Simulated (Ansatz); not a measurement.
# CH3Ge (doublet): wave-function methods side by side at a displaced geometry (v1), cc-pVDZ

Aim: climb from Hartree-Fock through coupled cluster for CH3Ge (doublet) at one geometry and basis, and see what each rung misses.

Computed with Ansatz 0.2.0, Gaussian basis. Level: cc-pVDZ, core rule «outside noble gas», up to 15 orbitals frozen.

To be run: UHF; CCSD(T) on ROHF; CCSD(T) on UHF; BCCD(T) on ROHF; CISD; CCSDT(Q) on ROHF; CCSDT(Q) on UHF.

26 further runs of the same task are left out: 1 for a known fault of the program, 10 that didn't finish, 15 set aside as unsound or not needed.

### Step 1. The system

The geometry is a PBE0/def2-TZVP stationary point (not a proven minimum) with its atoms shifted at random (size 0.040 Å). No spin-orbit coupling is included. The filled d shell of Ge may be among the frozen orbitals whatever the setting's name suggests; the logs give the count.

5 atoms, charge 0, spin multiplicity 2.

Atoms are counted from 1 here; the program's logs count them from 0.

Bond lengths: Ge1–C2 2.001 Å, C2–H3 1.068 Å, C2–H4 1.073 Å, C2–H5 1.074 Å. Angles: Ge1–C2–H3 107.8°, Ge1–C2–H4 114.3°, Ge1–C2–H5 118.2°, H3–C2–H4 100.2°, H3–C2–H5 102.4°, H4–C2–H5 111.4°.

### Step 2. UHF

Contents of in.yaml:

```yaml
crystal:
  periodic: [false, false, false]
  atoms:
    - {symbol: Ge, position_ang: [0.001387, 0.001981, 0.357726]}
    - {symbol: C, position_ang: [0.010771, -0.014162, -1.642739]}
    - {symbol: H, position_ang: [-1.002799, 0.045138, -1.974040]}
    - {symbol: H, position_ang: [0.408426, 0.876861, -2.089993]}
    - {symbol: H, position_ang: [0.366057, -0.896008, -2.141482]}
basis:
  gaussian: {orbitals: cc-pVDZ}
magnetization: {spin_polarized: true, initial_magnetization: 1}
hamiltonian: {xc: hf}
output: {orbitals: {seedname: orbitals}}
```

Started as:

```bash
$ ansatz run in.yaml --threads 1 --pin off --events-out ev --progress --plain --max-ram 2393MiB
```

Further steps of the session: CCSD(T) on ROHF; CCSD(T) on UHF; BCCD(T) on ROHF; CISD; CCSDT(Q) on ROHF; CCSDT(Q) on UHF.

**Question.** What will the summary of the whole plan be? Wanted: UCCSDT(Q) below the RHF energy; RMP2 from UCCSDT(Q); UMP2 from UCCSDT(Q); RCCSD from UCCSDT(Q); RCCSD(T) from UCCSDT(Q); UCCSD(T) from UCCSDT(Q); RCCSDT(Q) from UCCSDT(Q); T1 diagnostic.

The runs gave:

```
                         quantity                                                   value
   UCCSDT(Q) below the RHF energy                                              -6.7704 eV
              RMP2 from UCCSDT(Q)                                             +1082.9 meV
              UMP2 from UCCSDT(Q)                                             +1088.8 meV
             RCCSD from UCCSDT(Q)                                              +205.8 meV
          RCCSD(T) from UCCSDT(Q)                                               +32.8 meV
          UCCSD(T) from UCCSDT(Q)                                               +29.7 meV
         RCCSDT(Q) from UCCSDT(Q)                                                +3.2 meV
levels within 1 kcal/mol (43 meV)  RCCSD(T), UCCSD(T), BCCD(T), RCCSDT, UCCSDT, RCCSDT(Q)
                    T1 diagnostic                                                   0.015
```

RCCSD(T) misses by +32.8 meV, 0.5 % of the correlation energy. These misses are within one basis, not against nature; the frozen cores of restricted and unrestricted runs differ, which can shift their rows.
